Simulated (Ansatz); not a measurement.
# C2H6OSi: how energies converge with the basis set

One table from this session's results is given with a row withheld; the runs are named, their logs left out.

Program: Ansatz 0.2.0, Gaussian basis. Level of theory: one geometry, several basis sets. These are calculated values, not measurements.

Levels to be run: PBE0-D4/def2-SVP; ωB97M-V/def2-SVP; PBE0-D4/def2-QZVPP; ωB97M-V/def2-QZVPP; the functionals' def2-TZVPP values are taken from earlier runs.

### The relaxed structure

An earlier PBE0-D4 in a triple-zeta def2 set relaxation fixed the geometry.

SMILES `CO[Si]C`, 10 atoms, charge 0, spin multiplicity 1.

Atoms are counted from 1 here; the program's logs count them from 0.

Bond lengths: C1–O2 1.407 Å, C1–H5 1.093 Å, C1–H6 1.093 Å, C1–H7 1.093 Å, O2–Si3 1.646 Å, Si3–C4 1.908 Å, C4–H8 1.097 Å, C4–H9 1.097 Å, C4–H10 1.093 Å. Angles: O2–C1–H5 109.2°, O2–C1–H6 112.4°, O2–C1–H7 109.1°, H5–C1–H6 108.9°, H5–C1–H7 108.3°, H6–C1–H7 108.9°, C1–O2–Si3 133.8°, O2–Si3–C4 103.0°, Si3–C4–H8 111.9°, Si3–C4–H9 111.9°, Si3–C4–H10 109.8°, H8–C4–H9 107.4°, H8–C4–H10 107.8°, H9–C4–H10 107.8°.

Set-up of the first run:

in.yaml

```yaml
crystal:
  periodic: [false, false, false]
  atoms:
    - {symbol: C, position_ang: [-0.453829, 1.262722, -0.782506]}
    - {symbol: O, position_ang: [0.892924, 1.066726, -0.423503]}
    - {symbol: Si, position_ang: [1.695129, -0.124415, 0.380430]}
    - {symbol: C, position_ang: [0.308438, -1.365034, 0.803308]}
    - {symbol: H, position_ang: [-0.527210, 1.344835, -1.869842]}
    - {symbol: H, position_ang: [-1.097236, 0.445711, -0.445329]}
    - {symbol: H, position_ang: [-0.809578, 2.197605, -0.342366]}
    - {symbol: H, position_ang: [-0.184370, -1.751168, -0.097221]}
    - {symbol: H, position_ang: [-0.467580, -0.912372, 1.432492]}
    - {symbol: H, position_ang: [0.726312, -2.215810, 1.347437]}
basis:
  gaussian: {orbitals: def2-SVP}
hamiltonian: {xc: pbe0, dispersion: d4}
output: {orbitals: {seedname: orbitals}}
```

Steps of the session up to this table: PBE0-D4 in def2-SVP; ωB97M-V in def2-SVP; PBE0-D4 in def2-QZVPP; ωB97M-V in def2-QZVPP.

One table of the session follows, with a row left open; its other results are not shown here.

It belongs to the step «Density functionals: the series». 

```
functional       basis  HOMO (eV)
   PBE0-D4    def2-SVP      -6.04
   PBE0-D4  def2-TZVPP      -6.14
   PBE0-D4  def2-QZVPP      -6.17
   ωB97M-V    def2-SVP      -8.13
   ωB97M-V  def2-TZVPP      -8.24
   ωB97M-V  def2-QZVPP          ?
```

**Question.** Estimate the row for ωB97M-V, def2-QZVPP.

As computed: HOMO (eV): -8.27. In the column «HOMO (eV)» it is the lowest.
